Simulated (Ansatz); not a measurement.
**C9H21In: how energies converge with the basis set**

The task here is to estimate one member of a computed series from the others.

Method: one geometry, several basis sets; program: Ansatz 0.2.0, Gaussian basis.

Plan: PBE0-D4/def2-SVP; ωB97M-V/def2-SVP; PBE0-D4/def2-QZVPP; ωB97M-V/def2-QZVPP; the functionals' def2-TZVPP values are taken from earlier runs.

### Structure used throughout

The geometry comes from an earlier relaxation with PBE0-D4 in a triple-zeta def2 set; it is a stationary point, not always the lowest conformer. In takes the def2 core potential; no spin-orbit term is included.

SMILES `C[CH](C)[In]([CH](C)C)[CH](C)C`, 31 atoms, charge 0, spin multiplicity 1.

Atoms are counted from 1 here; the program's logs count them from 0.

Bond lengths: C1–C2 1.524 Å, C1–H11 1.095 Å, C1–H12 1.094 Å, C1–H13 1.099 Å, C2–C3 1.523 Å, C2–In4 2.198 Å, C2–H14 1.095 Å, C3–H15 1.095 Å, C3–H16 1.094 Å, C3–H17 1.099 Å, In4–C5 2.196 Å, In4–C8 2.196 Å, C5–C6 1.521 Å, C5–C7 1.525 Å, C5–H18 1.096 Å, C6–H19 1.093 Å, C6–H20 1.095 Å, C6–H21 1.099 Å and more. Angles: C2–C1–H11 111.8°, C2–C1–H12 112.6°, C2–C1–H13 111.2°, H11–C1–H12 107.4°, H11–C1–H13 106.6°, H12–C1–H13 107.0°, C1–C2–C3 111.0°, C1–C2–In4 110.7°, C1–C2–H14 108.5°, C3–C2–In4 111.7°, C3–C2–H14 108.5°, In4–C2–H14 106.2°, C2–C3–H15 111.7°, C2–C3–H16 112.6°, C2–C3–H17 111.1°, H15–C3–H16 107.4°, H15–C3–H17 106.7°, H16–C3–H17 107.0° and more.

The first run:

in.yaml

```yaml
crystal:
  periodic: [false, false, false]
  atoms:
    - {symbol: C, position_ang: [-2.331434, -1.409774, -0.318799]}
    - {symbol: C, position_ang: [-1.309763, -0.725598, -1.218581]}
    - {symbol: C, position_ang: [-1.975070, 0.316657, -2.107640]}
    - {symbol: In, position_ang: [0.318156, 0.144532, -0.024877]}
    - {symbol: C, position_ang: [-0.109568, 1.705560, 1.459197]}
    - {symbol: C, position_ang: [-1.456027, 2.384743, 1.261269]}
    - {symbol: C, position_ang: [0.012121, 1.117665, 2.861321]}
    - {symbol: C, position_ang: [2.341442, -0.664869, -0.292639]}
    - {symbol: C, position_ang: [2.828828, -0.420135, -1.714666]}
    - {symbol: C, position_ang: [2.365676, -2.150369, 0.042818]}
    - {symbol: H, position_ang: [-2.801227, -0.703098, 0.373137]}
    - {symbol: H, position_ang: [-1.891880, -2.211870, 0.281944]}
    - {symbol: H, position_ang: [-3.142527, -1.858680, -0.909152]}
    - {symbol: H, position_ang: [-0.847591, -1.485141, -1.858563]}
    - {symbol: H, position_ang: [-2.429418, 1.120381, -1.519822]}
    - {symbol: H, position_ang: [-1.273771, 0.780033, -2.808180]}
    - {symbol: H, position_ang: [-2.779989, -0.130270, -2.707868]}
    - {symbol: H, position_ang: [0.683374, 2.452321, 1.334905]}
    - {symbol: H, position_ang: [-1.537473, 2.872917, 0.286462]}
    - {symbol: H, position_ang: [-2.284048, 1.672841, 1.336355]}
    - {symbol: H, position_ang: [-1.629571, 3.154539, 2.026170]}
    - {symbol: H, position_ang: [0.996147, 0.676605, 3.046268]}
    - {symbol: H, position_ang: [-0.147120, 1.887464, 3.628816]}
    - {symbol: H, position_ang: [-0.736536, 0.338837, 3.043443]}
    - {symbol: H, position_ang: [3.001313, -0.135234, 0.402293]}
    - {symbol: H, position_ang: [2.171606, -0.890032, -2.454452]}
    - {symbol: H, position_ang: [2.889678, 0.644397, -1.960732]}
    - {symbol: H, position_ang: [3.831004, -0.843480, -1.869910]}
    - {symbol: H, position_ang: [1.680017, -2.720340, -0.593579]}
    - {symbol: H, position_ang: [3.366734, -2.576709, -0.111675]}
    - {symbol: H, position_ang: [2.089214, -2.350893, 1.082436]}
basis:
  gaussian: {orbitals: def2-SVP}
hamiltonian: {xc: pbe0, dispersion: d4}
output: {orbitals: {seedname: orbitals}}
```

Command:

```bash
$ ansatz run in.yaml --threads 11 --pin off --events-out ev --progress --plain --max-ram 120832MiB --backend cpu
```

Among the steps run: PBE0-D4 in def2-SVP; ωB97M-V in def2-SVP; PBE0-D4 in def2-QZVPP; ωB97M-V in def2-QZVPP.

One of the session's tables, all rows but one given; the rest of the session is left out.

It belongs to the step «Functionals by basis». 

| functional | basis | HOMO (eV) |
| --- | --- | --- |
| PBE0-D4 | def2-SVP | -6.02 |
| PBE0-D4 | def2-TZVPP | -6.04 |
| PBE0-D4 | def2-QZVPP | -6.05 |
| ωB97M-V | def2-SVP | ? |
| ωB97M-V | def2-TZVPP | -8.17 |
| ωB97M-V | def2-QZVPP | -8.17 |

Estimate the missing values for ωB97M-V, def2-SVP.

**Answer.** HOMO (eV): -8.15. In the column «HOMO (eV)» it lies between ωB97M-V, def2-QZVPP (-8.17) and PBE0-D4, def2-QZVPP (-6.05).
